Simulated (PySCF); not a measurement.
# C20H12: the cost of one run

Programs: PySCF 2.14.0, with routines of our own; each step states its level. All values are computed. Atoms count from 0.

## 1. The system as given

32 atoms, charge 0, multiplicity 1; geometry from: GFN2-xTB.

## 2. Electronic excitations: TDDFT B3LYP/6-31+G*

Job settings and geometry (Å):

```
{"job": {"kind": "uv", "basis": "6-31+G*", "grid": 1, "kgrid": 0, "vcut": null, "nstates": 5, "ntriplets": 2, "tda": false, "delta": [], "pop": false, "xc": "B3LYP"}, "charge": 0, "multiplicity": 1}
C     -5.265577     0.742545    -1.211253
C     -4.375509     0.522006    -2.189270
C     -3.244240     0.436928    -1.188853
C     -4.173808     0.667116    -0.159943
C     -3.802450     0.723422     1.146703
C     -2.431254     0.536750     1.402880
C     -1.483124     0.306770     0.409991
C     -1.905210     0.251697    -0.970907
C     -0.950487     0.017244    -1.997995
C      0.354336    -0.155786    -1.701324
C      0.835139    -0.111755    -0.357486
C      2.230441    -0.299032    -0.074669
C      3.197141    -0.531787    -1.073048
C      4.520108    -0.705175    -0.763028
C      4.953470    -0.655819     0.565754
C      4.044547    -0.431557     1.562931
C      2.680274    -0.250639     1.268583
C      1.738582    -0.018419     2.296821
C      0.421197     0.157124     2.017398
C     -0.074657     0.117273     0.690536
H     -6.324299     0.907999    -1.161819
H     -4.420096     0.436224    -3.257789
H     -4.490460     0.898297     1.960831
H     -2.126728     0.579262     2.435939
H     -1.301464    -0.017860    -3.019174
H      1.048537    -0.331460    -2.506147
H      2.909028    -0.578054    -2.110970
H      5.237253    -0.881844    -1.551498
H      5.999676    -0.794119     0.795248
H      4.359003    -0.389741     2.596690
H      2.089629     0.017127     3.318411
H     -0.258128     0.331698     2.835466
```

Level: TDDFT B3LYP/6-31+G*, vertical, gas phase, core orbitals frozen in the response.

Launch:

```console
OMP_NUM_THREADS=1 python large_run.py task.json out
```

The driver reads the jobs from task.json and runs them one after another.

Q: Estimate the wall time and peak memory of this first job on 1 thread of Arm Neoverse N1, shared host.

About 4.2 min, with a peak of 0.68 GiB.
